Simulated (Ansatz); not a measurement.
This script makes an atomisation energy of CH₆OSi, SMILES C[SiH2]O with the Ansatz DFT code, driven from Python.

`ch6osi.py`:
```python
"""Atomisation energy of CH6OSi at the given geometry."""

from collections import Counter

import ansatz as az
from ase import Atoms

BASIS = "pcseg-2"
FUNCTIONAL = "r2scan0"


def single_point(molecule, charge=0, unpaired=0):
    calc = molecule.calculation().basis(gaussian=BASIS).functional(FUNCTIONAL)
    if charge:
        calc = calc.charge(charge)
    if unpaired:
        calc = calc.spin("collinear", total=unpaired)
    report = calc.run(threads=1).report
    if report["published_state_doubts"]:
        print("  doubts:", report["published_state_doubts"])
    return report["free_energy_ev"]

atoms = Atoms(["C", "Si", "O", "H", "H", "H", "H", "H", "H"], positions=[
    (-0.7413, 0.586, -0.5874),
    (0.4906, -0.5639, -0.0183),
    (1.2566, -0.0394, 1.3295),
    (-1.2326, 0.2631, -1.4898),
    (-0.3425, 1.5888, -0.8774),
    (-1.5432, 0.8253, 0.173),
    (1.5183, -0.7995, -1.081),
    (-0.1127, -1.8316, 0.3184),
    (0.7953, -0.0751, 2.216),
])
molecule = az.Crystal.molecule_from_ase(atoms)

# Hund ground states
unpaired = {"C": 2, "Si": 2, "O": 2, "H": 1}
counts = Counter(site.symbol for site in molecule.cartesian_sites)
atom_energy = {s: single_point(az.Crystal.molecule().atom(s, (0, 0, 0)), 0, unpaired[s]) for s in counts}
whole = single_point(molecule, 0, 0)
for s, e in atom_energy.items():
    print(f"{s:2s} x{counts[s]}  {e:14.5f} eV")
print(f"CH6OSi: {whole:.5f} eV")
split = sum(counts[s] * e for s, e in atom_energy.items()) - whole
print(f"atomisation energy (no zero-point term): {split:.3f} eV, {split / sum(counts.values()):.3f} eV an atom")
```

What does it cost to take this molecule apart into atoms?

32.646 eV from the electronic energies, without the zero-point term.

The run itself:

```console
$ python ch6osi.py
C  x1     -1029.46846 eV
Si x1     -7873.41566 eV
O  x1     -2042.32601 eV
H  x6       -13.60583 eV
CH6OSi: -11059.49150 eV
atomisation energy (no zero-point term): 32.646 eV, 3.627 eV an atom
```

Total energies depend on the basis set; only differences at equal settings carry meaning. The geometry is a force-field or estimated start, not a minimum of this method, and the basis set is short of its limit. All parts are taken at fixed geometry, without zero-point energy. Wall time of the script: 8.2 s on 1 thread of Intel(R) Xeon(R) Processor @ 2.30GHz, with other jobs on the host, peak memory 0.44 GiB.
